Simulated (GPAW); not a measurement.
# WAu (F-43m) in GPAW: convergence with k mesh

Aim: find how far k mesh must go before the results for WAu settle, at PBE. This setting moves, with any that are tied to it; all else stays.

All numbers are computed with GPAW 26.7.0; they aren't measurements. Logs are shortened: lines on timing, memory, paths and dates and some standing lists are left out, and cuts for length are marked. The log counts tension as positive stress, the text compression.

### Step 1. The crystal as given

The structure is cubic, space group F-43m (No. 216). Conventional cell: a = 5.818 Å, b = 5.818 Å, c = 5.818 Å, α = 90.00°, β = 90.00°, γ = 90.00°. W (site symmetry -43m) is surrounded by 4 Au at 2.52 Å. Au (site symmetry -43m) is surrounded by 4 W at 2.52 Å.

The cell was built by a generator and needn't be a form met in nature.

### Step 2. With k mesh 2 × 2 × 2

run.py

```python
from ase.dft.bandgap import bandgap
from ase.io import read, write
from ase.units import GPa
from gpaw import GPAW, PW

atoms = read('WAu.xyz')

calc = GPAW(mode=PW(600),
            xc='PBE',
            kpts={'size': (2, 2, 2), 'gamma': True},
            occupations={'name': 'fermi-dirac', 'width': 0.05},
            setups={'W': '6'},
            nbands=-13,
            convergence={'density': 1e-05, 'energy': 1e-05},
            maxiter=100,
            txt='gpaw.txt')
atoms.calc = calc
energy = atoms.get_potential_energy()
forces = atoms.get_forces()
stress = atoms.get_stress()
calc.write('gs.gpw')
write('result.traj', atoms)
print(f'Energy: {energy:.6f} eV')
print('Forces (eV/A):')
print(forces.round(4))
print('Stress (GPa):', (stress / GPa).round(3))
print('Fermi level:', round(calc.get_fermi_level(), 4), 'eV')
print(f'Gap: {bandgap(calc)[0]:.4f} eV, direct: {bandgap(calc, direct=True)[0]:.4f} eV')
```

WAu.xyz

```xyz
2
Lattice="0.0000000000 2.9092100000 2.9092100000 2.9092100000 0.0000000000 2.9092100000 2.9092100000 2.9092100000 0.0000000000" Properties=species:S:1:pos:R:3 pbc="T T T"
W      0.0000000000      0.0000000000      0.0000000000
Au     4.3638150000      4.3638150000      4.3638150000
```

Potentials or basis: GPAW PAW data sets (gpaw-data 1.2.1), other valence, pw.

Run with:

```sh
$ OMP_NUM_THREADS=1 python run.py
```

Wall time 7.2 s (1 thread of Arm Neoverse N1, shared host); peak memory 0.15 GiB.

Results:

```yaml
Free_energy: -10.3907 eV
Pressure: 4.8 GPa
Band_gap_on_the_k_mesh: none (metal or under the smearing width)
```

### Step 3. With k mesh 3 × 3 × 3

run.py: that of step 2 with these lines changed.

```diff
@@ -9,3 +9,3 @@
             xc='PBE',
-            kpts={'size': (2, 2, 2), 'gamma': True},
+            kpts={'size': (3, 3, 3), 'gamma': True},
             occupations={'name': 'fermi-dirac', 'width': 0.05},
```

WAu.xyz is that of step 2.

Potentials or basis: GPAW PAW data sets (gpaw-data 1.2.1), other valence, pw.

Run with:

```sh
$ OMP_NUM_THREADS=1 python run.py
```

Wall time 8.5 s (1 thread of Arm Neoverse N1, shared host); peak memory 0.15 GiB.

Results:

```yaml
Free_energy: -10.3744 eV
Pressure: 2.8 GPa
Band_gap_on_the_k_mesh: none (metal or under the smearing width)
```

### Step 4. With k mesh 4 × 4 × 4

run.py: that of step 3 with these lines changed.

```diff
@@ -9,3 +9,3 @@
             xc='PBE',
-            kpts={'size': (3, 3, 3), 'gamma': True},
+            kpts={'size': (4, 4, 4), 'gamma': True},
             occupations={'name': 'fermi-dirac', 'width': 0.05},
```

WAu.xyz is that of step 3.

Run with:

```sh
$ OMP_NUM_THREADS=1 python run.py
```

Wall time 13 s (1 thread of Arm Neoverse N1, shared host); peak memory 0.15 GiB.

It converged, with:

```
Free energy            : -10.4315 eV
Pressure               : 3.3 GPa
Band gap on the k mesh : none (metal or under the smearing width)
```

### Step 5. With k mesh 5 × 5 × 5

run.py: that of step 4 with these lines changed.

```diff
@@ -9,3 +9,3 @@
             xc='PBE',
-            kpts={'size': (4, 4, 4), 'gamma': True},
+            kpts={'size': (5, 5, 5), 'gamma': True},
             occupations={'name': 'fermi-dirac', 'width': 0.05},
```

WAu.xyz is that of step 4.

Run with:

```sh
$ OMP_NUM_THREADS=1 python run.py
```

It took 15 s on 1 thread of Arm Neoverse N1, shared host; peak memory 0.15 GiB.

Results (log left out):

```yaml
Free_energy: -10.5377 eV
Pressure: 2.8 GPa
Band_gap_on_the_k_mesh: none (metal or under the smearing width)
```

### Step 6. With k mesh 6 × 6 × 6

run.py: that of step 5 with these lines changed.

```diff
@@ -9,3 +9,3 @@
             xc='PBE',
-            kpts={'size': (5, 5, 5), 'gamma': True},
+            kpts={'size': (6, 6, 6), 'gamma': True},
             occupations={'name': 'fermi-dirac', 'width': 0.05},
```

WAu.xyz is that of step 5.

Potentials or basis: GPAW PAW data sets (gpaw-data 1.2.1), other valence, pw.

Run with:

```sh
$ OMP_NUM_THREADS=1 python run.py
```

Run time: 22 s. Hardware: 1 thread of Arm Neoverse N1, shared host; peak memory 0.16 GiB.

Results (log left out):

```
Free energy            : -10.5137 eV
Pressure               : 2.9 GPa
Band gap on the k mesh : none (metal or under the smearing width)
```

### Step 7. With k mesh 7 × 7 × 7

run.py: that of step 6 with these lines changed.

```diff
@@ -9,3 +9,3 @@
             xc='PBE',
-            kpts={'size': (6, 6, 6), 'gamma': True},
+            kpts={'size': (7, 7, 7), 'gamma': True},
             occupations={'name': 'fermi-dirac', 'width': 0.05},
```

WAu.xyz is that of step 6.

Run with:

```sh
$ OMP_NUM_THREADS=1 python run.py
```

Run time: 26 s. Hardware: 1 thread of Arm Neoverse N1, shared host; peak memory 0.16 GiB.

The run converged. Its results:

| Quantity | Value |
| --- | --- |
| Free energy | -10.4954 eV |
| Pressure | 2.9 GPa |
| Band gap on the k mesh | none (metal or under the smearing width) |

### Step 8. With k mesh 9 × 9 × 9

run.py: that of step 7 with these lines changed.

```diff
@@ -9,3 +9,3 @@
             xc='PBE',
-            kpts={'size': (7, 7, 7), 'gamma': True},
+            kpts={'size': (9, 9, 9), 'gamma': True},
             occupations={'name': 'fermi-dirac', 'width': 0.05},
```

WAu.xyz is that of step 7.

Run with:

```sh
$ OMP_NUM_THREADS=1 python run.py
```

Run time: 44 s. Hardware: 1 thread of Arm Neoverse N1, shared host; peak memory 0.17 GiB.

It converged, with:

* Free energy: -10.5112 eV
* Pressure: 2.9 GPa
* Band gap on the k mesh: none (metal or under the smearing width)

### Step 9. With k mesh 11 × 11 × 11

run.py: that of step 8 with these lines changed.

```diff
@@ -9,3 +9,3 @@
             xc='PBE',
-            kpts={'size': (9, 9, 9), 'gamma': True},
+            kpts={'size': (11, 11, 11), 'gamma': True},
             occupations={'name': 'fermi-dirac', 'width': 0.05},
```

WAu.xyz is that of step 8.

Potentials or basis: GPAW PAW data sets (gpaw-data 1.2.1), other valence, pw.

Run with:

```sh
$ OMP_NUM_THREADS=1 python run.py
```

gpaw.txt:

```text
__  _  _
 | _ |_)|_||  |
 |__||  | ||/\| - 26.7.0

Input parameters:
  mode=PW(ecut=600.0),
  convergence={'density': 1e-05, 'energy': 1e-05},
  kpts=MonkhorstPack(size=(11, 11, 11), gamma=True),
  maxiter=100,
  nbands=-13,
  occupations=Occupations(name='fermi-dirac', width=0.05),
  setups={'W': '6'},
  xc=XC(name='PBE')

Diagonalizing LCAO Hamiltonian
Converting LCAO to pw mode

                     Au

       W

Atoms  # Å, Bohr magnetons
|   | symbol |        x |        y |        z |    initial magnetic moments |
|---|--------|----------|----------|----------|-----------------------------|
| 0 |      W | 0.000000 | 0.000000 | 0.000000 | ( 0.0000,  0.0000,  0.0000) |
| 1 |     Au | 4.363815 | 4.363815 | 4.363815 | ( 0.0000,  0.0000,  0.0000) |

Unit cell  # Å
| periodic |        x |        y |        z |  lengths |    angles |
|----------|----------|----------|----------|----------|-----------|
|      yes | 0.000000 | 2.909210 | 2.909210 | 4.114244 | 60.000000 |
|      yes | 2.909210 | 0.000000 | 2.909210 | 4.114244 | 60.000000 |
|      yes | 2.909210 | 2.909210 | 0.000000 | 4.114244 | 60.000000 |

Number of symmetries: 24
Symmetry operations  # r_c * U_cc + t_c -> r_c
|    | kind |            matrix            |
|----|------|------------------------------|
|  0 |  E   |  1, 0, 0,  0, 1, 0,  0, 0, 1 |
|  1 |  σ   |  1, 0, 0,  0, 0, 1,  0, 1, 0 |
|  2 |  σ   |  1, 0,-1,  0, 1,-1,  0, 0,-1 |
|  3 |  C3  |  1, 0,-1,  0, 0,-1,  0, 1,-1 |
|  4 |  C3  |  1,-1, 0,  0,-1, 1,  0,-1, 0 |
|  5 |  σ   |  1,-1, 0,  0,-1, 0,  0,-1, 1 |
|  6 |  σ   |  0, 1, 0,  1, 0, 0,  0, 0, 1 |
|  7 |  C3  |  0, 1, 0,  0, 0, 1,  1, 0, 0 |
|  8 |  C2  |  0, 1,-1,  1, 0,-1,  0, 0,-1 |
|  9 |  S4  |  0, 1,-1,  0, 0,-1,  1, 0,-1 |
| 10 |  C3  |  0, 0, 1,  1, 0, 0,  0, 1, 0 |
| 11 |  σ   |  0, 0, 1,  0, 1, 0,  1, 0, 0 |
| 12 |  S4  |  0, 0,-1,  1, 0,-1,  0, 1,-1 |
| 13 |  C3  |  0, 0,-1,  0, 1,-1,  1, 0,-1 |
| 14 |  S4  |  0,-1, 1,  1,-1, 0,  0,-1, 0 |
| 15 |  C2  |  0,-1, 1,  0,-1, 0,  1,-1, 0 |
| 16 |  C3  |  0,-1, 0,  1,-1, 0,  0,-1, 1 |
| 17 |  S4  |  0,-1, 0,  0,-1, 1,  1,-1, 0 |
| 18 |  S4  | -1, 1, 0, -1, 0, 1, -1, 0, 0 |
| 19 |  C3  | -1, 1, 0, -1, 0, 0, -1, 0, 1 |
| 20 |  C3  | -1, 0, 1, -1, 1, 0, -1, 0, 0 |
| 21 |  S4  | -1, 0, 1, -1, 0, 0, -1, 1, 0 |
| 22 |  σ   | -1, 0, 0, -1, 1, 0, -1, 0, 1 |
| 23 |  C2  | -1, 0, 0, -1, 0, 1, -1, 1, 0 |

BZ-sampling:
  Number of BZ points: 1331
  Number of IBZ points: 56

  Monkhorst-Pack size: [11, 11, 11]
  Monkhorst-Pack shift: [0, 0, 0]

K-points  # in reciprocal-cell coordinates
|     |                                coordinates |     weight |
|-----|--------------------------------------------|------------|
|   0 | (  0.00000000,   0.00000000,   0.00000000) | 0.00075131 |
|   1 | (  0.09090909,   0.09090909,   0.00000000) | 0.00450789 |
|   2 | (  0.09090909,   0.09090909,   0.09090909) | 0.00601052 |
|   3 | (  0.18181818,   0.09090909,   0.09090909) | 0.00901578 |
|   4 | (  0.18181818,   0.18181818,   0.00000000) | 0.00450789 |
|   5 | (  0.18181818,   0.18181818,   0.09090909) | 0.01803156 |
|   6 | (  0.18181818,   0.18181818,   0.18181818) | 0.00601052 |
|   7 | (  0.27272727,   0.18181818,   0.09090909) | 0.01803156 |
|   8 | (  0.27272727,   0.18181818,   0.18181818) | 0.01803156 |
|   9 | (  0.27272727,   0.27272727,   0.00000000) | 0.00450789 |
| ... |                                            |            |
|  55 | (  0.45454545,   0.45454545,   0.45454545) | 0.00601052 |

Plane wave coefficients: 1659
Cutoff: 600.0 eV

Spin-components: 1 (collinear spins)
Bands:           21
Projectors:      12
Spin-degeneracy: 2
Datatype:        complex128

Parallelization:
  kpt:    1
  domain: 1
  band:   1

Density:
  Valence electrons: 17.0
  Components: 1
  Grid points: [24 24 24]
  Charge: 0.0  # |e|

Potential:
  Grid points: [24 24 24]

species:
  W:
    name:    Tungsten
    Z:       74.0
    valence: 6
    core:    68
    charge:  0.0  # [|e|]
    compensation charges:
      type: gauss
      rc: 0.47  # [Å]
      lmax: 2
    cutoffs:
      filter: 2.63  # [Å]
      core: 3.38  # [Å]
    projectors
    | kind |    occ | energy [eV] | rcut [Å] |
    |------|--------|-------------|----------|
    |   6s |  2.000 |      -5.697 |    1.482 |
    |   6p |  0.000 |      -1.367 |    1.482 |
    |   5d |  4.000 |      -4.494 |    1.482 |
    |    s |        |      21.515 |    1.482 |
    |    p |        |      25.844 |    1.482 |
    |    d |        |      22.717 |    1.482 |

    Using partial waves for W as LCAO basis

  Au:
    name:    Gold
    Z:       79.0
    valence: 11
    core:    68
    charge:  0.0  # [|e|]
    compensation charges:
      type: gauss
      rc: 0.42  # [Å]
      lmax: 2
    cutoffs:
      filter: 2.33  # [Å]
      core: 2.81  # [Å]
    projectors
    | kind |    occ | energy [eV] | rcut [Å] |
    |------|--------|-------------|----------|
    |   6s |  1.000 |      -5.728 |    1.323 |
    |   6p |  0.000 |      -0.775 |    1.323 |
    |   5d | 10.000 |      -6.891 |    1.323 |
    |    s |        |      21.484 |    1.323 |
    |    p |        |      26.436 |    1.323 |
    |    d |        |      20.321 |    1.323 |

    Using partial waves for Au as LCAO basis

Reference energy: -955369.942777  # eV

eigensolver:
  PPCG
  Converge bands: occupied
  niter=2

density mixing:
  MSR1-Mixer
  Pratt-step length: 0.05
  Maximum mixing coefficient: 0.75
  Old densities: 10
  SVD Regularization: 0.005
  Good broyden scale: 1.0
  Trust region scale: 1.0
  Backstep threshold: 4.0
  History deletion threshold: 6.0
  Fourier metric: weight=20.0, sigma=0.015

occupation numbers:
  Fermi-Dirac:
    width: 0.0500  # eV

poisson solver:
  ecut: 4800.0  # eV

xc functional:
  name: PBE with 2 nearest neighbor stencil

convergence criteria:
- Maximum integral of absolute [dens]ity change: 1e-05 electrons / valence electron
- Maximum [total energy] change in last 3 cyles: 1e-05 eV / valence electron
- Maximum integral of absolute [eigenst]ate change: 4e-08 eV^2 / valence electron
maximum number of iterations: 100

SCF iterations
|iter     | |      energy | eigst |  dens |
|---------|-|-------------|-------|-------|
|iter:   1| |  -12.160763 | -0.14 |       |
|iter:   2| |  -11.543307 | -1.97 | -0.81 |
|iter:   3| |  -10.593235 | -1.61 | -0.90 |
|iter:   4| |  -10.505130 | -2.40 | -1.29 |
|iter:   5| |  -10.497129 | -3.33 | -1.72 |
|iter:   6| |  -10.496688 | -3.73 | -2.15 |
|iter:   7| |  -10.496744 | -5.19 | -2.96 |
|iter:   8| |  -10.496752c| -5.96 | -3.43 |
|iter:   9| |  -10.496752c| -7.66c| -4.40 |
|iter:  10| |  -10.496752c| -7.89c| -4.75 |
|iter:  11| |  -10.496752c| -8.54c| -5.36c|

Converged in 11 steps
Energy contributions relative to reference atoms: (reference = -955369.942777)

Energy contributions:
  Kinetic:         -21.074691
  Coulomb:          15.487815
  Zero:              0.581114
  External:          0.000000
  Xc:               -5.481966
  Entropy:          -0.018048
  Spinorbit:         0.000000
  ----------------------------
  Free energy:     -10.505776
  Extrapolated:    -10.496752

dipole moment: (-12.562051, -12.562051, -12.562051)  # |e|*Ang

Fermi level: 6.144
Eigenvalues  # (at kpt = [0.000, 0.000, 0.000])
| band index |      eig [eV] | occ [0-2] |
|------------|---------------|-----------|
|          0 |        -1.373 |     2.000 |
|          1 |         0.382 |     2.000 |
|          2 |         0.382 |     2.000 |
|          3 |         0.496 |     2.000 |
|          4 |         0.496 |     2.000 |
|          5 |         0.496 |     2.000 |
[... 9 lines left out ...]
|         15 |        17.390 |     0.000 |
|         16 |        18.257 |     0.000 |
|        ... |               |           |
|         20 |        19.653 |     0.000 |

No gap
No difference between direct/indirect transitions

Forces  # eV/Ang
|        x |       y |        z |
|----------|---------|----------|
| -0.00000 | 0.00000 |  0.00000 |  # W    0
|  0.00000 | 0.00000 | -0.00000 |  # Au   1

Stress tensor  # eV/Ang^3
|         x |         y |         z |
|-----------|-----------|-----------|
| -0.018128 | -0.000000 |  0.000000 |
| -0.000000 | -0.018128 |  0.000000 |
|  0.000000 |  0.000000 | -0.018128 |

# Writing to gs.gpw (mode='')
```

Wall time 69 s (1 thread of Arm Neoverse N1, shared host); peak memory 0.19 GiB.

What came out:

- Free energy: -10.5058 eV
- Pressure: 2.9 GPa
- Band gap on the k mesh: none (metal or under the smearing width)

### Step 10. The series at a glance

```csv
k mesh,"energy less the tightest run, at zero smearing (meV/atom)",pressure (GPa),SCF cycles,CPU time (s),peak memory (GiB)
2 × 2 × 2,58.99,4.76,11,7.2,0.15
3 × 3 × 3,66.50,2.82,11,8.5,0.15
4 × 4 × 4,47.37,3.34,11,13,0.15
5 × 5 × 5,-15.30,2.80,11,15,0.15
6 × 6 × 6,-4.58,2.89,11,22,0.16
7 × 7 × 7,5.90,2.92,11,26,0.16
9 × 9 × 9,-3.15,2.89,11,44,0.17
11 × 11 × 11,0.00,2.90,11,69,0.19
```

Against the tightest run, the pressure stays within 0.1 GPa from 5 × 5 × 5 on. Not settled before the last step: the energy (to 1 meV/atom). Meshes of other sizes hit other points, so gaps and Fermi surfaces needn't settle smoothly. The tightest run that finished is the yardstick and may itself not be fully converged.

Caveats: with this Au data set, volumes or pressures lay over 1.5 % or 2 GPa off other programs in two to four cells of ten.
